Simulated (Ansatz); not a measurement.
**CCSDT/STO-3G run of BF3 (boron trifluoride)**

What is the electronic atomisation energy of BF3 (boron trifluoride) at CCSDT/STO-3G? 

The calculation is run with Ansatz 0.2.0.

43 further runs of the same task are left out: 4 that didn't finish, 39 set aside as unsound or not needed.

**1. The system as given**

BF3: 4 atoms, total charge 0, spin state singlet. As SMILES, `FB(F)F`. The shape is that of a PBE0-D4/def2-TZVP optimisation.

Bond lengths: F1–B2 1.311 Å, B2–F3 1.311 Å, B2–F4 1.311 Å. Angles: F1–B2–F3 120.0°, F1–B2–F4 120.0°, F3–B2–F4 120.0°.

**2. The energy at CCSDT/STO-3G**

Contents of molecule.yaml:

```yaml
crystal:
  periodic: [false, false, false]
  atoms:
    - {symbol: F, position_ang: [0.543870, 0.210740, 1.174280]}
    - {symbol: B, position_ang: [0.000020, -0.000000, 0.000010]}
    - {symbol: F, position_ang: [-0.265170, -1.223510, -0.389620]}
    - {symbol: F, position_ang: [-0.278730, 1.012770, -0.784660]}
basis:
  gaussian: {orbitals: STO-3G}
correlation: {method: ccsdt, frozen_orbitals: {B: 1, F: 1}}
accuracy: high
scf: {omitted_lower_state_checks: [cluster_reference, increment]}
```

On the command line:

```
$ ansatz run molecule.yaml --threads 1 --pin off --max-ram 3480MiB --events-out events.jsonl --progress --plain --runs-dir runs
```

The program printed (excerpt; [...] marks lines left out):

```text
Warning: RAYON_NUM_THREADS=1 ignored (pool sized by the plan → 1); use --threads N
Functional definition: HF
  name "HF"
[...]
366 factors; integrals over basis functions are off by at most 3.2e-8 eV
[...]
mean field -8671.23248703 eV, -318.6619163259 hartree, gradient 7.5e-9 eV, S^2 0.000000; 0 other end points of the search recorded, 0 dependent functions left out
4 core orbitals not correlated: weight in the atoms' cores, before any rotation towards them, 1.000 or more for the frozen orbitals, at most 0.000 for the correlated occupied ones
reference -8671.23248703 eV, -318.6619163259 hartree; 12, 12 occupied and 4, 4 virtual orbitals, 366 factors
second order -2.59697187 eV of doubles, -0.00000000 eV of singles
cycle   1  -2.68889078 eV  change   -9.2e-2 eV  update   9.4e-2
[...]
cycle  19  -3.16705902 eV  change   8.9e-12 eV  update   2.8e-9
Total energy: -8674.39954605 eV, -318.7783035982 hartree
Checks for a lower state left out: cluster_reference, increment
```

Wall time 0.46 s (1 thread of Arm Neoverse V1, shared host).

**3. The B atom**

Contents of in.yaml:

```yaml
crystal:
  periodic: [false, false, false]
  atoms:
    - {symbol: B, position_ang: [0.000000, 0.000000, 0.000000]}
basis:
  gaussian: {orbitals: STO-3G}
accuracy: high
correlation: {method: ccsdt, frozen_orbitals: {B: 1}}
scf: {omitted_lower_state_checks: [cluster_reference, increment]}
magnetization: {spin_polarized: true, initial_magnetization: 1}
```

Run the same way, it converges to -24.18899 Eh (log not shown).

**4. The F atom, same level**

Contents of in.yaml:

```yaml
crystal:
  periodic: [false, false, false]
  atoms:
    - symbol: F
      position_ang: [0.000000, 0.000000, 0.000000]
basis:
  gaussian: {orbitals: STO-3G}
magnetization: {spin_polarized: true, initial_magnetization: 1}
correlation: {method: ccsdt, frozen_orbitals: {F: 1}}
accuracy: high
scf: {omitted_lower_state_checks: [cluster_reference, increment]}
```

On the command line:

```
$ ansatz run in.yaml --threads 1 --pin off --max-ram 3480MiB --events-out events.jsonl --progress --plain --runs-dir runs
```

The program printed (excerpt; [...] marks lines left out):

```text
Warning: RAYON_NUM_THREADS=1 ignored (pool sized by the plan → 1); use --threads N
[... 2 set-up lines as earlier in the session ...]
[...]
15 factors; integrals over basis functions are off by at most 1.2e-9 eV
[...]
mean field -2666.34863534 eV, -97.9865050328 hartree, gradient 0.0e0 eV, S^2 0.750000; 2 other end points of the search recorded, 0 dependent functions left out
1 core orbitals not correlated: weight in the atoms' cores, before any rotation towards them, 1.000 or more for the frozen orbitals, at most 0.000 for the correlated occupied ones
reference -2666.34863534 eV, -97.9865050328 hartree; 4, 3 occupied and 0, 1 virtual orbitals, 15 factors
second order 0.00000000 eV of doubles, 0.00000000 eV of singles
cycle   1  0.00000000 eV  change     0.0e0 eV  update    0.0e0
cycle   2  0.00000000 eV  change     0.0e0 eV  update    0.0e0
Total energy: -2666.34863534 eV, -97.9865050328 hartree
Checks for a lower state left out: cluster_reference, increment
```

Wall time 0.18 s (1 thread of Arm Neoverse V1, shared host).

**5. Outcome**

Level: CCSDT/STO-3G, 4 core orbitals frozen.

```
                                             quantity          value
                               molecule: total energy  -318.77830 Eh
molecule: correlation energy (4 core orbitals frozen)     -116.4 mEh
                              molecule: T1 diagnostic          0.013
                                 B atom: total energy   -24.18899 Eh
   B atom: correlation energy (1 core orbital frozen)      -40.0 mEh
            B atom: ⟨S²⟩ of the reference determinant          0.750
                                B atom: T1 diagnostic          0.000
                                 F atom: total energy   -97.98651 Eh
   F atom: correlation energy (1 core orbital frozen)        0.0 mEh
            F atom: ⟨S²⟩ of the reference determinant          0.750
                                F atom: T1 diagnostic          0.000
                        electronic atomisation energy      17.138 eV
```

**Reading.** Taking the molecule apart into free atoms costs 17.14 eV (1654 kJ/mol), before zero-point energy and without spin-orbit coupling. In a minimal basis such a difference can be off by several eV, whatever the method.
